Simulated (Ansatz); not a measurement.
**C2H8Sn: one structure at several levels**

The task here is to estimate one member of a computed series from the others.

Method: single points in def2-TZVPP; program: Ansatz 0.2.0, Gaussian basis.

Correlated methods freeze the cores. Filled d shells of the heavier atoms are correlated. Core potentials replace the inner electrons past krypton, and spin-orbit coupling is left out. B3LYP uses VWN-RPA correlation.

### The system as given

11 atoms, charge 0, spin multiplicity 1.

Atoms are counted from 1 here; the program's logs count them from 0.

Bond lengths: C1–C2 1.530 Å, C1–H4 1.101 Å, C1–H5 1.065 Å, C1–H6 1.105 Å, C2–Sn3 2.113 Å, C2–H7 1.226 Å, C2–H8 1.035 Å, Sn3–H9 1.610 Å, Sn3–H10 1.692 Å, Sn3–H11 1.702 Å. Angles: C2–C1–H4 105.9°, C2–C1–H5 111.5°, C2–C1–H6 113.8°, H4–C1–H5 111.9°, H4–C1–H6 109.3°, H5–C1–H6 104.7°, C1–C2–Sn3 118.6°, C1–C2–H7 99.0°, C1–C2–H8 111.4°, Sn3–C2–H7 114.1°, Sn3–C2–H8 114.6°, H7–C2–H8 95.7°, C2–Sn3–H9 107.1°, C2–Sn3–H10 104.6°, C2–Sn3–H11 108.7°, H9–Sn3–H10 106.4°, H9–Sn3–H11 119.6°, H10–Sn3–H11 109.5°.

Geometry (Å):

```
C    -1.07360    1.02270   -0.23020
C    -0.44110   -0.36050   -0.39280
Sn    1.40850   -0.74630    0.55410
H    -1.11420    1.20970    0.85360
H    -0.51260    1.77030   -0.74170
H    -2.09200    1.09990   -0.65160
H    -1.36920   -1.04560    0.02380
H    -0.50180   -0.69050   -1.37210
H     1.27230   -0.25000    2.07940
H     2.49880    0.30830   -0.19510
H     1.86290   -2.35490    0.23140
```

Set-up of the first run:

File run/in.yaml:

```yaml
crystal:
  periodic: [false, false, false]
  atoms:
    - {symbol: C, position_ang: [-1.073600, 1.022700, -0.230200]}
    - {symbol: C, position_ang: [-0.441100, -0.360500, -0.392800]}
    - {symbol: Sn, position_ang: [1.408500, -0.746300, 0.554100]}
    - {symbol: H, position_ang: [-1.114200, 1.209700, 0.853600]}
    - {symbol: H, position_ang: [-0.512600, 1.770300, -0.741700]}
    - {symbol: H, position_ang: [-2.092000, 1.099900, -0.651600]}
    - {symbol: H, position_ang: [-1.369200, -1.045600, 0.023800]}
    - {symbol: H, position_ang: [-0.501800, -0.690500, -1.372100]}
    - {symbol: H, position_ang: [1.272300, -0.250000, 2.079400]}
    - {symbol: H, position_ang: [2.498800, 0.308300, -0.195100]}
    - {symbol: H, position_ang: [1.862900, -2.354900, 0.231400]}
basis:
  gaussian: {orbitals: def2-TZVPP}
correlation: {method: ccsd_t}
```

The command line of these runs was not kept.

Steps of the session up to this table: CCSD(T)/def2-TZVPP; PBE0-D4/def2-TZVPP; wB97M-V/def2-TZVPP; r2SCAN-D4/def2-TZVPP; PBE-D4/def2-TZVPP; r2SCAN0-D4/def2-TZVPP; B3LYP-D4/def2-TZVPP.

One of the session's tables, all rows but one given; the rest of the session is left out.

| method | RMS force component (eV/Å) | dipole (D) |
| --- | --- | --- |
| PBE0-D4 | 1.172 | 0.53 |
| wB97M-V | 1.152 | 0.47 |
| r2SCAN-D4 | 1.152 | 0.53 |
| PBE-D4 | 1.151 | 0.56 |
| r2SCAN0-D4 | 1.175 | 0.51 |
| B3LYP-D4 | ? | ? |

Estimate the missing values for B3LYP-D4.

As computed: RMS force component (eV/Å): 1.161; dipole (D): 0.51. In the column «RMS force component (eV/Å)» it lies between r2SCAN-D4 (1.152) and PBE0-D4 (1.172).
